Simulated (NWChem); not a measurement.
# InH2Cl (SMILES [H][In]([H])[Cl]): levels of theory compared

Aim: a comparison of 6 runs (HF/def2-SVP, PBE0/def2-SVP, TPSS/def2-SVP, B3LYP/def2-TZVP, PBE/def2-TZVP, CCSD(T)/3-21G) of InH2Cl. 

Program for the calculation: NWChem 7.3.0.

### Step 1. Starting point

InH2Cl: 4 atoms, total charge 0, spin state singlet. SMILES: `[H][In]([H])[Cl]`. Geometry: a GFN2-xTB relaxation, a rough one for these elements and not checked as a minimum.

Bond lengths: In1–Cl4 2.278 Å, In1–H2 1.713 Å, In1–H3 1.713 Å. Angles: H2–In1–Cl4 120.3°, H3–In1–Cl4 120.3°, H2–In1–H3 119.4°.

### Step 2. Energy and gradient at HF/def2-SVP (core potential) (run 1)

clh2in.nw

```
start clh2in
memory stack 880 mb heap 220 mb global 1100 mb
geometry noautosym nocenter noautoz
In       0.070210       0.117850      -0.000370
H        1.783010       0.101380       0.011370
H       -0.755080       1.618480      -0.019870
Cl      -1.098140      -1.837720       0.008870
end
basis "ao basis" spherical bse
* library def2-SVP
end
ecp bse
In library def2-SVP
end
scf
thresh 1e-08
maxiter 80
end
task scf gradient
```

Launch:

```bash
nwchem clh2in.nw > clh2in.out
```

Log:

```text
[...]
  functions       =    54
[...]
  wavefunction    = RHF
[...]
         Total SCF energy =   -649.751758759494
      One-electron energy =  -1173.221434292787
      Two-electron energy =    422.204378635439
 Nuclear repulsion energy =    101.265296897853
        Time for solution =      4.9s
[...]
                         RHF ENERGY GRADIENTS
    atom               coordinates                        gradient
                 x          y          z           x          y          z
   1 In      0.132678   0.222704  -0.000699   -0.016243  -0.027073   0.000148
   2 H       3.369400   0.191580   0.021486   -0.004710   0.005037  -0.000085
   3 H      -1.426894   3.058484  -0.037549    0.006701  -0.001802   0.000055
   4 Cl     -2.075184  -3.472787   0.016762    0.014252   0.023838  -0.000118
[...]
```

Wall time 7.2 s (1 thread of Intel Xeon Platinum 8488C (Sapphire Rapids), shared host); peak memory 0.099 GiB.

### Step 3. Energy and gradient at PBE0/def2-SVP (core potential) (run 2)

clh2in.nw

```
start clh2in
memory 2200 mb
charge 0

geometry noautosym nocenter noautoz
 In    0.070210    0.117850   -0.000370
 H     1.783010    0.101380    0.011370
 H    -0.755080    1.618480   -0.019870
 Cl   -1.098140   -1.837720    0.008870
end

basis "ao basis" spherical bse
 * library def2-SVP
end

ecp bse
 In library def2-SVP
end

dft
 xc pbe0
 grid xfine
 convergence energy 1e-08
 iterations 100
 mulliken
 print low
end

task dft gradient
```

Launch:

```bash
nwchem clh2in.nw > clh2in.out
```

Log:

```text
[...]
 d= 0,ls=0.0,diis     1   -651.2178430191 -7.52D+02  1.89D-02  1.87D-01     1.4
[...]
 d= 0,ls=0.0,diis     8   -651.2510226694 -6.80D-10  1.34D-06  5.69D-09     8.5
         Total DFT energy =     -651.251022669393
      One electron energy =    -1173.365596882007
           Coulomb energy =      466.428798687480
    Exchange-Corr. energy =      -45.579521372719
 Nuclear repulsion energy =      101.265296897853
[...]
      Total Density - Mulliken Population Analysis
     ---------------------------------------------
    Atom       Charge   Shell Charges
 -----------   ------   -------------------------------------------------------
    1 In  21    20.51  -0.60  2.60  0.95  0.21  2.78  3.22  1.02  0.23  9.64  0.45
    2 H    1     1.10   0.66  0.43  0.01
    3 H    1     1.10   0.66  0.43  0.01
    4 Cl  17    17.29   2.00  1.99  1.25  0.71  5.93  2.12  3.27  0.01
[...]
                         DFT ENERGY GRADIENTS
    atom               coordinates                        gradient
                 x          y          z           x          y          z
   1 In      0.132678   0.222704  -0.000699   -0.014607  -0.024344   0.000133
   2 H       3.369400   0.191580   0.021486   -0.003309   0.005229  -0.000077
   3 H      -1.426894   3.058484  -0.037549    0.006204  -0.000475   0.000041
   4 Cl     -2.075184  -3.472787   0.016762    0.011712   0.019590  -0.000097
 Task  times  cpu:       10.8s     wall:       10.8s
 Total times  cpu:       10.9s     wall:       10.9s
```

It took 12 s on 1 thread of Intel Xeon Platinum 8488C (Sapphire Rapids), shared host; peak memory 0.13 GiB.

### Step 4. Energy and gradient at TPSS/def2-SVP (core potential) (run 3)

calc.xyz

```xyz
4

In     0.070210     0.117850    -0.000370
H      1.783010     0.101380     0.011370
H     -0.755080     1.618480    -0.019870
Cl    -1.098140    -1.837720     0.008870
```

calc.nw

```
start calc
memory 2200 mb

geometry units angstrom noautosym nocenter noautoz
  load calc.xyz
end

basis spherical bse
  In library def2-SVP
  H library def2-SVP
  Cl library def2-SVP
end

ecp bse
  In library def2-SVP
end

dft
  xc xtpss03 ctpss03
  grid xfine
  convergence energy 1e-08
  iterations 100
  mulliken
end

task dft gradient
```

Launch:

```bash
nwchem calc.nw > calc.out
```

Log:

```text
[...]
          Wavefunction type:  closed shell.
          No. of atoms     :     4
          No. of electrons :    40
[...]
          Charge           :     0
          Spin multiplicity:     1
[...]
          AO basis - number of functions:    54
[...]
              XC Information
              --------------
                  TPSS metaGGA Exchange Functional  1.000
             TPSS03 metaGGA Correlation Functional  1.000
[...]
 d= 0,ls=0.0,diis     1   -651.3151556181 -7.53D+02  2.44D-02  2.21D-01     1.6
[...]
 d= 0,ls=0.0,diis    10   -651.3526807603 -5.79D-10  3.51D-07  3.02D-10    12.9
         Total DFT energy =     -651.352680760264
      One electron energy =    -1173.141566702643
           Coulomb energy =      466.180051665210
    Exchange-Corr. energy =      -45.656462620683
 Nuclear repulsion energy =      101.265296897853
[...]
      Total Density - Mulliken Population Analysis
     ---------------------------------------------
    Atom       Charge   Shell Charges
 -----------   ------   -------------------------------------------------------
    1 In  21    20.51  -0.60  2.60  0.98  0.20  2.78  3.22  1.01  0.23  9.61  0.48
    2 H    1     1.11   0.68  0.42  0.01
    3 H    1     1.11   0.68  0.42  0.01
    4 Cl  17    17.27   2.00  1.98  1.26  0.71  5.93  2.13  3.25  0.01
[...]
  wavefunction    = closed shell
                         DFT ENERGY GRADIENTS
    atom               coordinates                        gradient
                 x          y          z           x          y          z
   1 In      0.132678   0.222704  -0.000699   -0.015719  -0.026208   0.000140
   2 H       3.369400   0.191580   0.021486   -0.005017   0.005093  -0.000087
   3 H      -1.426894   3.058484  -0.037549    0.006892  -0.002043   0.000060
   4 Cl     -2.075184  -3.472787   0.016762    0.013844   0.023159  -0.000114
[...]
```

Run time: 17 s. Hardware: 1 thread of Intel Xeon Platinum 8488C (Sapphire Rapids), shared host; peak memory 0.13 GiB.

Runs 4 to 5 aren't shown in full; the table further down has their settings and results.

### Step 5. A single-point energy at CCSD(T)/3-21G (run 6)

clh2in.nw

```
start clh2in
title "ClH2In"
memory 2200 mb
charge 0

geometry units bohr noautosym nocenter noautoz
In   0.13267767   0.22270422  -0.00069920
H    3.36940058   0.19158043   0.02148619
H   -1.42689440   3.05848394  -0.03754886
Cl  -2.07518385  -3.47278749   0.01676187
end

basis spherical bse
* library 3-21G
end

scf
thresh 1e-08
maxiter 80
end

ccsd
freeze core 23
maxiter 60
end

task ccsd(t) energy
```

Launch:

```bash
nwchem clh2in.nw > clh2in.out
```

Log:

```text
[...]
  functions       =    48
[...]
  wavefunction    = RHF
[...]
         Total SCF energy =  -6173.221171537045
      One-electron energy =  -8983.566604129292
      Two-electron energy =   2581.205531393337
 Nuclear repulsion energy =    229.139901198909
        Time for solution =      2.5s
[...]
 Total MP2 energy:          -6173.303899966072095
[...]
             energy      energy      error      ampl     ampl      Block
                                                time     time      time
[...]
 Total CCSD energy:          -6173.323213418479099
[...]
 Total CCSD+T(CCSD) energy:          -6173.324923038724592
[...]
 Total CCSD(T) energy:               -6173.324709786946187
[...]
```

Run time: 13 s. Hardware: 1 thread of Intel Xeon Platinum 8488C (Sapphire Rapids), shared host; peak memory 0.11 GiB.

### Step 6. The series

```tsv
run	level	iteration cap	module	energy (Eh)	dipole moment (D)	HOMO energy (eV)	LUMO energy (eV)	wall time
1	HF/def2-SVP (core potential)	80	scf	-649.751759	1.94	-11.02	0.74	7.2 s
2	PBE0/def2-SVP (core potential)	100	dft	-651.251023	–	–	–	12 s
3	TPSS/def2-SVP (core potential)	100	dft	-651.352681	1.61	-6.96	-2.36	17 s
4	B3LYP/def2-TZVP (core potential)	100	dft	-651.661169	1.80	-7.95	-2.18	25 s
5	PBE/def2-TZVP (core potential)	100	dft	-651.381293	1.72	-6.91	-2.62	29 s
6	CCSD(T)/3-21G	80	ccsd(t)	-6173.324710	–	-11.17	0.51	13 s
```

### Step 7. What came out

| quantity | value |
| --- | --- |
| run 6: total energy | -6173.32471 Eh |
| run 6: HOMO energy (Hartree–Fock orbitals) | -11.17 eV |
| run 6: LUMO energy (Hartree–Fock orbitals) | 0.51 eV |
| run 6: HOMO–LUMO gap (Hartree–Fock orbitals) | 11.68 eV |
| run 6: correlation energy (23 core orbitals frozen) | -103.5 mEh |
| run 6: (T) correction | -1.50 mEh |

Over runs 1, 3, 4, 5 the dipole moment (its size) runs from 1.61 D (TPSS/def2-SVP) to 1.94 D (HF/def2-SVP). Over runs 1, 3, 4, 5 the HOMO–LUMO gap runs from 4.29 eV (PBE/def2-TZVP) to 11.76 eV (HF/def2-SVP). The two ends differ in method and basis. Totals of different functionals can't be ranked against each other. Some runs of one species differ in core potentials or relativity; totals across that change don't compare. In run 6 relativity is left out where basis or elements ask for it. All runs together took 1.7 min, the longest 29 s.
